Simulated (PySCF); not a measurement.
# C6H14P2: vibronic structure

Wanted: vibronic structure for C6H14P2 (`CC(C)=PCP(C)C`).

Computed with PySCF 2.14.0 and routines of our own; the level stands in each step. Atoms count from 0.

## 1. The starting structure

22 atoms, charge 0, multiplicity 1; geometry from: GFN2-xTB.

## 2. Vibronic structure: TDA BHandHLYP/def2-SV(P)

What the job is given:

```
{"job": {"kind": "vib", "xc": "BHandHLYP", "basis": "def2-SV(P)", "tda": true}, "charge": 0, "multiplicity": 1}
C     -3.195227     1.170979    -0.943185
C     -1.970398     0.339119    -0.719780
C     -2.126108    -0.799074     0.237190
P     -0.578133     0.741744    -1.576290
C      0.651046    -0.546050    -1.018313
P      1.318488    -0.185547     0.687490
C      2.196362     1.391180     0.289803
C      2.778730    -1.324317     0.618756
H     -4.016304     0.547801    -1.301241
H     -3.515933     1.631878    -0.007551
H     -3.008309     1.956700    -1.672380
H     -3.026846    -0.671436     0.833981
H     -2.209010    -1.745361    -0.301600
H     -1.268935    -0.873386     0.906895
H      0.190592    -1.537040    -1.019950
H      1.478501    -0.544090    -1.735947
H      2.821573     1.283991    -0.596093
H      2.812066     1.676156     1.141519
H      1.455687     2.171083     0.118584
H      2.433471    -2.356514     0.642343
H      3.399840    -1.150368     1.495813
H      3.368437    -1.158062    -0.282268
```

Method: TDA BHandHLYP/def2-SV(P) vertical-gradient vibronic structure (displaced harmonic oscillators, Condon), gas phase.

Started as:

```
$ OMP_NUM_THREADS=1 python excited_run.py task.json out
```

The driver reads the jobs from task.json and runs them one after another.

The program printed:

```text
final grid: 78512 points
cycle   1  E = -919.1215884771  dE =  7.987e-01  |g| = 3.390e-01  |ddm| = 4.527e+00
cycle   2  E = -919.1503712961  dE = -2.878e-02  |g| = 2.001e-01  |ddm| = 7.309e-01
cycle   3  E = -919.1606711213  dE = -1.030e-02  |g| = 4.666e-02  |ddm| = 2.648e-01
cycle   4  E = -919.1612683924  dE = -5.973e-04  |g| = 1.308e-02  |ddm| = 8.380e-02
cycle   5  E = -919.1613209923  dE = -5.260e-05  |g| = 2.494e-03  |ddm| = 2.280e-02
cycle   6  E = -919.1613225629  dE = -1.571e-06  |g| = 1.050e-03  |ddm| = 4.176e-03
cycle   7  E = -919.1613228735  dE = -3.106e-07  |g| = 3.114e-04  |ddm| = 1.790e-03
cycle   8  E = -919.1613229001  dE = -2.664e-08  |g| = 1.484e-04  |ddm| = 5.772e-04
cycle   9  E = -919.1613229064  dE = -6.301e-09  |g| = 3.044e-05  |ddm| = 2.360e-04
cycle  10  E = -919.1613229068  dE = -3.465e-10  |g| = 7.635e-06  |ddm| = 6.314e-05
converged SCF energy = -919.1613229068

Singlet excitations (eV, f): 5.036 (0.0166)  5.361 (0.1108)  5.777 (0.3001)  6.799 (0.0049)  6.965 (0.0041)  7.393 (0.0750)

State S1  5.0364 eV  f = 0.01660  H-2->L 0.78, H->L 0.12
  relaxed dipole 2.386 D, largest gradient of the excitation energy 0.0677 Eh/bohr
  mode    cm-1        S   lambda/meV  Raman
   15    393.4    3.2935     160.6   1.000
   32   1220.5    0.2793      42.3   0.816
    2     72.4    4.5019      40.4   0.046
   29   1032.0    0.2981      38.1   0.623
   20    751.8    0.3761      35.1   0.417
   35   1323.9    0.2134      35.0   0.734
    9    210.4    0.7330      19.1   0.064
   17    696.9    0.1304      11.3   0.124
    7    187.1    0.3997       9.3   0.027
   27    982.6    0.0713       8.7   0.135
   11    274.0    0.2041       6.9   0.030
   16    658.8    0.0719       5.9   0.061
  reorganisation energy 0.4742 eV, total S 12.263, 0-0 4.5622 eV
  absorption maximum 4.994 eV, width 0.492 eV

State S2  5.3613 eV  f = 0.11084  H->L 0.50, H-1->L 0.28, H-2->L 0.19
  relaxed dipole 6.975 D, largest gradient of the excitation energy 0.0571 Eh/bohr
  mode    cm-1        S   lambda/meV  Raman
   12    314.0    2.3238      90.5   0.395
    2     72.4    9.2071      82.7   0.083
   24    898.0    0.7202      80.2   1.000
   25    931.8    0.4333      50.1   0.648
   35   1323.9    0.2732      44.8   0.825
    3     89.8    3.3746      37.6   0.047
   28    993.4    0.3032      37.3   0.515
    9    210.4    1.3581      35.4   0.104
   21    767.5    0.3634      34.6   0.369
    4    102.8    1.8349      23.4   0.033
   11    274.0    0.5623      19.1   0.073
   38   1399.7    0.0995      17.3   0.336
  reorganisation energy 0.7007 eV, total S 23.431, 0-0 4.6605 eV

State S3  5.7771 eV  f = 0.30010  H-1->L 0.61, H->L 0.31
  relaxed dipole 2.985 D, largest gradient of the excitation energy 0.0725 Eh/bohr
  mode    cm-1        S   lambda/meV  Raman
   35   1323.9    0.8118     133.2   1.000
    4    102.8    8.6365     110.1   0.064
   28    993.4    0.3769      46.4   0.261
   21    767.5    0.3028      28.8   0.125
   10    238.2    0.6773      20.0   0.027
   34   1322.2    0.1027      16.8   0.126
   24    898.0    0.1178      13.1   0.067
   18    718.6    0.1441      12.8   0.052
   20    751.8    0.1362      12.7   0.054
   12    314.0    0.3063      11.9   0.021
   15    393.4    0.2418      11.8   0.026
   25    931.8    0.0881      10.2   0.054
  reorganisation energy 0.5105 eV, total S 13.510, 0-0 5.2666 eV

State T1  2.5173 eV  f = 0.00000  H->L 0.83, H-1->L 0.13
  relaxed dipole 1.072 D, largest gradient of the excitation energy 0.0989 Eh/bohr
  mode    cm-1        S   lambda/meV  Raman
   35   1323.9    1.3936     228.8   1.000
   28    993.4    0.6134      75.5   0.248
   21    767.5    0.7590      72.2   0.183
   20    751.8    0.4602      42.9   0.106
   17    696.9    0.1697      14.7   0.034
   18    718.6    0.1508      13.4   0.032
   19    739.9    0.1366      12.5   0.031
   34   1322.2    0.0598       9.8   0.043
    4    102.8    0.7492       9.6   0.003
   46   1487.1    0.0313       5.8   0.028
   33   1318.0    0.0327       5.3   0.023
   16    658.8    0.0397       3.2   0.007
  reorganisation energy 0.5129 eV, total S 4.893, 0-0 2.0044 eV
  absorption maximum 2.452 eV, width 0.628 eV
```

Wall time 88 s (1 thread of Arm Neoverse N1, shared host); peak memory 0.9 GiB.

The fields below are evaluated on a grid from the run's orbitals.

Frontier orbitals at BHandHLYP/def2-SV(P), with the share of their density that lies nearest to each atom:

```csv
orbital,energy (eV),lies on
HOMO,-7.19,P3 34 %; C1 29 %; P5 12 %
LUMO,0.03,P3 38 %; C1 35 %
```

ELF in a plane through or near 5 of the atoms.

Ten even steps from ' ' (0.00) to '@' (1.00):
```
                                                        
                                                        
                                                        
                    ..==--                              
                ::::--%%##    ::::      ....            
              ==%%%%**%%%%  ..**++    ..%%##::          
            ..++@@%%****==  ==%%##..  --%%%%--          
              ::####**--    ++%%##==::==****--..        
                ::++**==....--##%%##**####::++--        
            ::::::----++##==::==##::::@@==##@@@@==      
          ..**##**##==++@@++::..==::::**==%%@@@@**      
          ::**----##++++**::    --%%%%--  ::%%%%..      
          ::==--++**::......  ..==****--      ..        
          ..++@@@@%%..        ..##@@@@**                
            ##@@@@@@::        ..%%@@@@%%                
            ++@@@@%%..        ..##@@@@**                
              --++..            ::++==..                
                                                        
                                                        
                                                        
```
The map spans 13.6 Å across and 9.8 Å up, centred on the molecule. Atoms in the plane (x, y in Å): C0 (3.4, 0.7), C1 (2.1, 0.1), C7 (-3.0, -0.9), H12 (1.9, -2.1), H19 (-2.9, -2.0).

log10 of the density (e/Å³) in the same plane.

Ten even steps from '0' (-4.0) to '9' (1.6):
```
0000000000000000000000000000
0000000000100000000000000000
0000000122222100000000000000
0000002233443222211111100000
0000012345555333322233210000
0000023566665444443455431000
0000024577765455544566532100
0000123567765556655677643100
0000223456665556666798653200
0001345556666656688777754200
0002346666677655677766653200
0012457776666555677655542100
0002356776555545677643331000
0001346776544445677643210000
0001235665433334576532100000
0000124454321123455421000000
0000012333210012333310000000
0000000111000000111100000000
0000000000000000000000000000
0000000000000000000000000000
```
The map spans 13.6 Å across and 9.8 Å up, centred on the molecule. Atoms in the plane (x, y in Å): C0 (3.4, 0.7), C1 (2.1, 0.1), C7 (-3.0, -0.9), H12 (1.9, -2.1), H19 (-2.9, -2.0).

On the surface of density 0.002 e/bohr³ the electrostatic potential runs, from the 1st to the 99th percentile, from -1.02 V near P5 to 0.67 V near H14.

## 3. Vibronic structure: TDA X3LYP/def2-SV(P)

Settings changed since step 2:

```diff
@@ -1,2 +1,2 @@
-{"job": {"kind": "vib", "xc": "BHandHLYP", "basis": "def2-SV(P)", "tda": true}, "charge": 0, "multiplicity": 1}
+{"job": {"kind": "vib", "xc": "X3LYP", "basis": "def2-SV(P)", "tda": true, "fwhm_ev": 0.02, "nstates": 2, "grid": 3}, "charge": 0, "multiplicity": 1}
 C     -3.195227     1.170979    -0.943185
```

With the program's defaults for keys left out, this is: TDA X3LYP/def2-SV(P) vertical-gradient vibronic structure (displaced harmonic oscillators, Condon), gas phase.

The program printed:

```text
coarse grid: 18448 points
cycle   1  E = -918.9442701594  dE =  5.597e-01  |g| = 5.318e-01  |ddm| = 4.620e+00
cycle   2  E = -918.9032449615  dE =  4.103e-02  |g| = 6.554e-01  |ddm| = 1.403e+00
cycle   3  E = -919.0166541167  dE = -1.134e-01  |g| = 1.420e-01  |ddm| = 8.107e-01
cycle   4  E = -919.0222819718  dE = -5.628e-03  |g| = 4.449e-02  |ddm| = 2.246e-01
cycle   5  E = -919.0228008801  dE = -5.189e-04  |g| = 1.461e-02  |ddm| = 6.765e-02
cycle   6  E = -919.0228625975  dE = -6.172e-05  |g| = 3.457e-03  |ddm| = 2.421e-02
cycle   7  E = -919.0228655741  dE = -2.977e-06  |g| = 1.011e-03  |ddm| = 4.904e-03
final grid: 260384 points
cycle   8  E = -919.1454315468  dE = -4.317e-05  |g| = 7.249e-03  |ddm| = 4.551e-02
cycle   9  E = -919.1454229601  dE =  8.587e-06  |g| = 9.201e-03  |ddm| = 1.821e-02
cycle  10  E = -919.1454450079  dE = -2.205e-05  |g| = 1.697e-03  |ddm| = 1.024e-02
cycle  11  E = -919.1454458789  dE = -8.710e-07  |g| = 3.553e-04  |ddm| = 2.484e-03
cycle  12  E = -919.1454459132  dE = -3.424e-08  |g| = 8.016e-05  |ddm| = 5.290e-04
cycle  13  E = -919.1454459150  dE = -1.786e-09  |g| = 2.104e-05  |ddm| = 1.446e-04
cycle  14  E = -919.1454459151  dE = -1.189e-10  |g| = 5.494e-06  |ddm| = 3.753e-05
converged SCF energy = -919.1454459151

Singlet excitations (eV, f): 4.348 (0.0122)  4.804 (0.0103)

State S1  4.3483 eV  f = 0.01220  H-1->L 0.50, H->L 0.49
  relaxed dipole 9.520 D, largest gradient of the excitation energy 0.0823 Eh/bohr
  mode    cm-1        S   lambda/meV  Raman
   12    314.0    5.1655     201.1   0.474
   24    898.0    1.3334     148.4   1.000
   25    931.8    0.7076      81.8   0.571
    9    210.4    2.2384      58.4   0.092
   21    767.5    0.5553      52.8   0.304
   31   1118.7    0.3406      47.2   0.396
    3     89.8    3.3033      36.8   0.025
   29   1032.0    0.2862      36.6   0.283
   15    393.4    0.6827      33.3   0.098
   13    361.5    0.6585      29.5   0.080
   28    993.4    0.2226      27.4   0.204
   35   1323.9    0.1471      24.1   0.240
  reorganisation energy 0.9062 eV, total S 18.040, 0-0 3.4421 eV

State S2  4.8044 eV  f = 0.01028  H-2->L 0.97
  relaxed dipole 2.228 D, largest gradient of the excitation energy 0.0552 Eh/bohr
  mode    cm-1        S   lambda/meV  Raman
   15    393.4    3.1744     154.8   1.000
   32   1220.5    0.2174      32.9   0.659
    7    187.1    1.1011      25.5   0.078
   11    274.0    0.6927      23.5   0.106
   35   1323.9    0.1267      20.8   0.452
   17    696.9    0.2382      20.6   0.235
   29   1032.0    0.1575      20.2   0.341
   13    361.5    0.4379      19.6   0.116
    9    210.4    0.6813      17.8   0.061
    4    102.8    1.2459      15.9   0.027
    6    163.4    0.6516      13.2   0.035
   18    718.6    0.1330      11.8   0.140
  reorganisation energy 0.4604 eV, total S 10.617, 0-0 4.3440 eV
  absorption maximum 4.766 eV, width 0.464 eV

State T1  2.6982 eV  f = 0.00000  H->L 0.71, H-1->L 0.27
  relaxed dipole 1.094 D, largest gradient of the excitation energy 0.0918 Eh/bohr
  mode    cm-1        S   lambda/meV  Raman
   35   1323.9    1.2058     197.9   1.000
   28    993.4    0.5470      67.4   0.255
   21    767.5    0.6081      57.9   0.169
   20    751.8    0.4110      38.3   0.110
   17    696.9    0.1215      10.5   0.028
    4    102.8    0.7945      10.1   0.004
   19    739.9    0.1056       9.7   0.027
   18    718.6    0.1040       9.3   0.025
   34   1322.2    0.0531       8.7   0.044
   33   1318.0    0.0294       4.8   0.024
   46   1487.1    0.0235       4.3   0.025
   29   1032.0    0.0232       3.0   0.012
  reorganisation energy 0.4398 eV, total S 4.320, 0-0 2.2584 eV
  absorption maximum 2.698 eV, width 0.564 eV
```

Wall time 3 min (1 thread of Arm Neoverse N1, shared host); peak memory 0.9 GiB.

## 4. Results

| quantity | value |
| --- | --- |
| S1: vertical, reorganisation, 0-0, total S (step 2, TDA BHandHLYP/def2-SV(P), modes from GFN2-xTB) | 5.04, 0.47, 4.56 eV; 12.3 |
| S2: vertical, reorganisation, 0-0, total S (step 2, TDA BHandHLYP/def2-SV(P), modes from GFN2-xTB) | 5.36, 0.70, 4.66 eV; 23.4 |
| S3: vertical, reorganisation, 0-0, total S (step 2, TDA BHandHLYP/def2-SV(P), modes from GFN2-xTB) | 5.78, 0.51, 5.27 eV; 13.5 |
| surface potential, 1st and 99th percentile | -1.02 V and 0.67 V |
| S1: vertical, reorganisation, 0-0, total S (step 3, TDA X3LYP/def2-SV(P), modes from GFN2-xTB) | 4.35, 0.91, 3.44 eV; 18.0 |
| S2: vertical, reorganisation, 0-0, total S (step 3, TDA X3LYP/def2-SV(P), modes from GFN2-xTB) | 4.80, 0.46, 4.34 eV; 10.6 |
| T1: vertical, reorganisation, 0-0, total S (step 3, TDA X3LYP/def2-SV(P), modes from GFN2-xTB) | 2.70, 0.44, 2.26 eV; 4.3 |

What this shows: In steps 2, 3 the harmonic model is doubtful. Where the total S runs above about 15, the geometry moves far on excitation and the harmonic model is stretched, so its 0-0 value is in doubt. The vibronic model keeps the ground-state modes (from xTB) and shifts them along the gradient alone, so it can miss much of the relaxation that a full optimisation finds.
